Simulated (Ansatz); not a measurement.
# interstitial Cu in Si: a dynamics run in two tries

The task is a short trajectory. The host cell (diamond) has 16 atoms, cell charge +1; the extra atom is the last.

Program: Ansatz 0.2.0. Level of theory: DFT PBE, plane waves, PAW, scalar-relativistic, no spin polarisation. These are calculated values, not measurements.

## Step 1: The starting structure

The cell holds 17 atoms (CuSi16): a = 7.679 Å, b = 7.679 Å, c = 7.679 Å, α = 60.00°, β = 60.00°, γ = 60.00°.

As a file:

```xyz
17
Lattice="0.0000 5.4300 5.4300 5.4300 0.0000 5.4300 5.4300 5.4300 0.0000" Properties=species:S:1:pos:R:3 pbc="T T T"
Si    0.2436   -0.0597    0.0731
Si    1.3923    1.4780    1.2873
Si    2.7059    2.9326    0.0215
Si    3.9665    4.2172    1.2406
Si    2.5412   -0.1026    2.7149
Si    3.8903    1.2373    4.2527
Si    5.1028    2.7017    2.6960
Si    6.4551    4.1628    4.1054
Si    0.0096    2.7790    2.6370
Si    1.3430    4.0535    3.9913
Si    2.7970    5.7815    2.6773
Si    4.0681    6.9915    4.3527
Si    2.5615    2.7387    5.3618
Si    3.9277    3.8589    6.9413
Si    5.4888    5.6507    5.7412
Si    6.7460    7.1311    7.1156
Cu    3.0303    4.9974    5.0546
```

## Step 2: The run

Input file input.yaml:

```yaml
crystal:
  lattice:
    - [0.0, 5.43, 5.43]
    - [5.43, 0.0, 5.43]
    - [5.43, 5.43, 0.0]
  atoms:
    - { symbol: Si, position: [-0.02119788, 0.03465777, 0.01019741] }
    - { symbol: Si, position: [0.12642368, 0.11064337, 0.14576912] }
    - { symbol: Si, position: [0.02285531, -0.01889683, 0.5172241] }
    - { symbol: Si, position: [0.13731725, 0.09114718, 0.6393339] }
    - { symbol: Si, position: [0.00654308, 0.49343035, -0.02543878] }
    - { symbol: Si, position: [0.14729894, 0.63589551, 0.08055667] }
    - { symbol: Si, position: [0.02715303, 0.46934966, 0.47039806] }
    - { symbol: Si, position: [0.1669485, 0.5891062, 0.59968528] }
    - { symbol: Si, position: [0.49782906, -0.0121961, 0.01395665] }
    - { symbol: Si, position: [0.61710683, 0.11793458, 0.12940053] }
    - { symbol: Si, position: [0.52134266, -0.02829306, 0.54339433] }
    - { symbol: Si, position: [0.66999148, 0.13161875, 0.61757247] }
    - { symbol: Si, position: [0.51003382, 0.47740054, -0.00567697] }
    - { symbol: Si, position: [0.6328223, 0.64549381, 0.07783263] }
    - { symbol: Si, position: [0.54356953, 0.51374947, 0.49707296] }
    - { symbol: Si, position: [0.69066848, 0.61974886, 0.62260424] }
    - { symbol: Cu, position: [0.64656106, 0.28430454, 0.27376879] }
total_charge: 1
basis:
  ecutwfc: 420.0
kpoints:
  mp_grid: { grid: [2, 2, 2] }
hamiltonian:
  xc: pbe
  pseudopotentials: { kind: paw, azcp: { folder: soft_1 } }
scf:
  occupations: { method: fermi_dirac, width: 0.02 }
  lower_state_search: "off"
  max_iter: 5
md:
  timestep: 2
  n_steps: 25
  ensemble: nvt_langevin
  temperature: 1680.0
  initial_velocities: maxwell_boltzmann
  seed: 62567
  friction: 0.02
```

Launch:

```console
> ansatz run input.yaml --threads 1 --pin off --max-ram 3072MiB --backend cpu --events-out ev --progress --plain --runs-dir out
```

**Question.** What will these runs give? Wanted: first try.

**Answer**, as computed:

| quantity | value |
| --- | --- |
| first try | not converged |
| cause | the cap on SCF cycles is too low for any step to converge |

What this shows: The program did not catch the first fault at the input check, so it cost a run.
